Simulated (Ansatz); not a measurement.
**C₂H₈AlClSi: a ladder of functionals and wavefunction methods**

The task here is to estimate one member of a computed series from the others.

The runs use Ansatz 0.2.0, Gaussian basis; functionals in def2-TZVPP, the program's frozen cores in correlated methods.

Levels to be run: LDA (SPW92), PBE-D4, revPBE-D4, BLYP-D4, r2SCAN-D4, B97M-V, PBE0-D4, B3LYP-D4, r2SCANh-D4, r2SCAN0-D4, HSE06-D4, BHLYP-D4, CAM-B3LYP-D4, LC-ωPBE, ωB97X-V, ωB97M-V, B2PLYP, PBE-QIDH; CCSD(T)/def2-SVP; CCSD(T)/def2-TZVPP; MP2/def2-QZVPP; extrapolation to the limit; RPA on PBE.

## The geometry

The geometry comes from an earlier relaxation with PBE0-D4 in a triple-zeta def2 set; it is a stationary point, not always the lowest conformer.

13 atoms, charge 0, spin multiplicity 1.

Atoms are counted from 1 here; the program's logs count them from 0.

Bond lengths: C1–Si2 1.885 Å, C1–H6 1.093 Å, C1–H7 1.092 Å, C1–H8 1.092 Å, Si2–Al3 2.448 Å, Si2–H9 1.494 Å, Si2–H10 1.496 Å, Al3–C4 1.970 Å, Al3–H11 1.586 Å, C4–Cl5 1.851 Å, C4–H12 1.087 Å, C4–H13 1.087 Å. Angles: Si2–C1–H6 110.8°, Si2–C1–H7 110.7°, Si2–C1–H8 111.1°, H6–C1–H7 107.9°, H6–C1–H8 108.0°, H7–C1–H8 108.3°, C1–Si2–Al3 111.8°, C1–Si2–H9 109.2°, C1–Si2–H10 108.9°, Al3–Si2–H9 110.8°, Al3–Si2–H10 110.3°, H9–Si2–H10 105.7°, Si2–Al3–C4 116.4°, Si2–Al3–H11 127.7°, C4–Al3–H11 115.9°, Al3–C4–Cl5 80.1°, Al3–C4–H12 121.9°, Al3–C4–H13 122.6° and more.

Geometry (Å):

```xyz
13

C    -1.2645    1.4649    0.5234
Si   -0.2816    0.2010    1.5191
Al    1.0299   -1.2745    0.0720
C     1.2208   -0.7138   -1.8069
Cl   -0.3432   -1.6956   -1.9265
H    -0.5960    2.1072   -0.0548
H    -1.9384    0.9649   -0.1759
H    -1.8626    2.1018    1.1787
H    -1.2197   -0.5886    2.3727
H     0.6161    0.9273    2.4703
H     1.7654   -2.6220    0.4719
H     1.9252   -1.1944   -2.4815
H     0.9690    0.2873   -2.1477
```

Set-up of the first run:

in.yaml

```yaml
crystal:
  periodic: [false, false, false]
  atoms:
    - {symbol: C, position_ang: [-1.264535, 1.464924, 0.523409]}
    - {symbol: Si, position_ang: [-0.281575, 0.200991, 1.519080]}
    - {symbol: Al, position_ang: [1.029858, -1.274513, 0.072012]}
    - {symbol: C, position_ang: [1.220849, -0.713840, -1.806873]}
    - {symbol: Cl, position_ang: [-0.343193, -1.695627, -1.926549]}
    - {symbol: H, position_ang: [-0.595977, 2.107168, -0.054780]}
    - {symbol: H, position_ang: [-1.938449, 0.964886, -0.175885]}
    - {symbol: H, position_ang: [-1.862623, 2.101831, 1.178673]}
    - {symbol: H, position_ang: [-1.219720, -0.588636, 2.372749]}
    - {symbol: H, position_ang: [0.616127, 0.927286, 2.470328]}
    - {symbol: H, position_ang: [1.765425, -2.621997, 0.471888]}
    - {symbol: H, position_ang: [1.925200, -1.194440, -2.481499]}
    - {symbol: H, position_ang: [0.969014, 0.287271, -2.147653]}
basis:
  gaussian: {orbitals: def2-TZVPP}
hamiltonian: {xc: lda}
output: {orbitals: {seedname: orbitals}}
```

On the command line:

```bash
$ ansatz run in.yaml --threads 4 --pin off --events-out ev --progress --plain --max-ram 10444MiB
```

Among the steps run: LDA; PBE-D4 (GGA); revPBE-D4 (GGA); BLYP-D4 (GGA); r2SCAN-D4 (meta-GGA); B97M-V (meta-GGA); PBE0-D4 (hybrid); B3LYP-D4 (hybrid); r2SCANh-D4 (hybrid); r2SCAN0-D4 (hybrid); HSE06-D4 (hybrid); BHLYP-D4 (hybrid); CAM-B3LYP-D4 (range-separated); LC-ωPBE (range-separated); ωB97X-V (range-separated); ωB97M-V (range-separated); B2PLYP (double hybrid); PBE-QIDH (double hybrid).

One table of the session follows, with a row left open; its other results are not shown here.

It belongs to the step «Orbital energies across the functionals». 

```
  functional  HOMO (eV)  gap (eV)
 LDA (SPW92)      -6.15      4.16
      PBE-D4      -6.07      4.29
   revPBE-D4      -6.03      4.35
     BLYP-D4      -5.94      4.29
   r2SCAN-D4      -6.31      4.80
      B97M-V      -6.38      4.70
     PBE0-D4      -7.17      6.17
    B3LYP-D4      -6.98      5.79
  r2SCANh-D4      -6.71      5.47
  r2SCAN0-D4      -7.32      6.46
    HSE06-D4      -6.77      5.41
    BHLYP-D4      -8.18      7.98
CAM-B3LYP-D4          ?         ?
     LC-ωPBE      -9.74     10.77
     ωB97X-V      -9.43     10.33
     ωB97M-V      -9.17      9.80
```

Q: Estimate the row for CAM-B3LYP-D4 from the others.

The run gave: HOMO (eV): -8.45; gap (eV): 8.41. In the column «HOMO (eV)» it lies between ωB97M-V (-9.17) and BHLYP-D4 (-8.18).
